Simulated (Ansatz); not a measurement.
Set up this calculation in Ansatz 0.2.0, as the native input.

- Task: single point
- Functional: PBE
- Potentials or basis: Ansatz PAW
- Cutoff: 420 eV (not typed: the program's choice for these potentials)
- k mesh: 7 × 7 × 8
- Occupations: gaussian, width 0.018 eV
- Spin: no spin polarisation

The system is AlSn.

```
Sn Al
1.0
     4.19811    0.00000    0.00000
    -2.09905    3.63567    0.00000
     0.00000    0.00000    3.30685
Sn Al
1 1
Direct
  0.33333 0.66667 0.50000
  0.00000 0.00000 0.00000
```

The cell comes from a database or a generator and needn't be the stable form of this composition.

One way to write it, as run:

input.yaml

```yaml
crystal:
  lattice:
    - [4.1981056157, 0.0, 0.0]
    - [-2.0990528078, 3.6356661109, 0.0]
    - [0.0, 0.0, 3.306847]
  atoms:
    - { symbol: Sn, position: [0.3333333333, 0.6666666667, 0.5] }
    - { symbol: Al, position: [0.0, 0.0, 0.0] }
hamiltonian:
  xc: pbe
  pseudopotentials: { kind: paw }
kpoints:
  mp_grid: { grid: [7, 7, 8] }
scf:
  occupations: { method: gaussian, width: 0.018 }
output:
  forces: true
  stress: true
  eigenvalues: true
```

Potentials or basis: Ansatz PAW.

Command:

```sh
$ ansatz run input.yaml --threads 2 --pin off --max-ram 5632MiB --backend cpu --events-out ev --progress --plain --runs-dir out
```

It gave:

* Pressure: 0.3 GPa
* Band gap on the k mesh: none (metal or under the smearing width)

Run time: 1.1 s on 2 threads of Arm Neoverse V2, on a shared host, peak memory 0.32 GiB.
